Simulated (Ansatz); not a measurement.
## W, space group Pbcm: an equation of state with a fit, step by step

With Ansatz 0.2.0, Python API.

At the Python prompt:
```pycon
>>> import ansatz as az
>>> import numpy as np
>>> XC = 'pbesol'
>>> SMEARING = 'fermi_dirac'
>>> SIGMA = 0.1
>>> TOLERANCE = 1e-10
>>> MAX_ITERATIONS = 60
>>> KGRID = (8, 5, 5)
>>> VECTORS = np.array([
...     [2.80966, 0.0, 0.0],
...     [0.0, 4.86387, 0.0],
...     [0.0, 0.0, 4.9237],
... ])
>>> SITES = [
...     ('W', (0.79317, 0.56316, 0.25)),
...     ('W', (0.20683, 0.06316, 0.25)),
...     ('W', (0.20683, 0.43684, 0.75)),
...     ('W', (0.79317, 0.93684, 0.75)),
... ]
>>> def build(cell):
...     crystal = az.Crystal(lattice=az.Lattice.of(cell))
...     for symbol, position in SITES:
...         crystal = crystal.atom(symbol, position)
...     return crystal
...
>>> # scale the volume, keep shape and fractions
>>> volumes, energies = [], []
>>> for scale in np.linspace(0.88, 1.12, 7):
...     cell = VECTORS * scale ** (1 / 3)
...     calc = build(cell).calculation()
...     calc = calc.functional(XC)
...     calc = calc.basis(19 * az.Ha)
...     calc = calc.occupations(SMEARING, width=SIGMA)
...     calc = calc.scf(tolerance=TOLERANCE, max_iterations=MAX_ITERATIONS)
...     calc = calc.kpoints(*KGRID)
...     rep = calc.run(threads=1, pin='off').report
...     volumes.append(abs(np.linalg.det(cell)) / len(SITES))
...     energies.append(rep['free_energy_ev'] / len(SITES))
...     print(f'V = {volumes[-1]:8.4f} A^3/atom  F = {energies[-1]:.5f} eV/atom')
...
V =  14.8030 A^3/atom  F = -10255.94032 eV/atom
V =  15.4759 A^3/atom  F = -10256.03439 eV/atom
V =  16.1487 A^3/atom  F = -10256.06417 eV/atom
V =  16.8216 A^3/atom  F = -10256.04185 eV/atom
V =  17.4945 A^3/atom  F = -10255.97735 eV/atom
V =  18.1673 A^3/atom  F = -10255.87881 eV/atom
V =  18.8402 A^3/atom  F = -10255.75288 eV/atom
>>> # third-order Birch-Murnaghan: a cubic in V^(-2/3)
>>> x = np.array(volumes) ** (-2 / 3)
>>> poly = np.polynomial.Polynomial.fit(x, energies, 3).convert()
>>> roots = poly.deriv().roots()
>>> x0 = min((r.real for r in roots if abs(r.imag) < 1e-9 and poly.deriv(2)(r.real) > 0), key=lambda r: abs(r - x.mean()))
>>> v0 = x0 ** -1.5
>>> b0 = 4 / 9 * poly.deriv(2)(x0) * v0 ** (-7 / 3) * 160.21766
>>> b1 = 4 + 2 / 3 * x0 * poly.deriv(3)(x0) / poly.deriv(2)(x0)
>>> print(f'V0 = {v0:.4f} A^3/atom, B0 = {b0:.1f} GPa, dB/dP = {b1:.2f}')
V0 = 16.1724 A^3/atom, B0 = 294.4 GPa, dB/dP = 4.12
```

A third-order Birch-Murnaghan fit through the 7 points has its minimum at 16.17 Å³ an atom, 3.9 % below the typed cell, with a bulk modulus of 294 GPa. From that minimum the energy rises by 123.9 meV an atom on the compressed side and 311.3 meV on the expanded side.

What to keep in mind:
- Absolute energies stand on the zero of these potentials, so only differences at equal settings mean something.
- Shape and fractional positions are held along the curve, so the bulk modulus is an upper value where they are free to relax, by a factor of two or more in layered or hydrogen-bonded cells.
- For a metal this k-point mesh is coarse: on a finer one energies can move by several to tens of meV an atom and pressures by half a GPa or more, differences at one mesh by less.
- Spin-orbit coupling, which matters for elements this heavy, is left out.
- This isn't the structure that W takes at ambient conditions.
- Processor time in the engine: 24 s on 1 thread of Intel(R) Xeon(R) Processor @ 2.30GHz (shared host), peak memory 0.58 GiB.
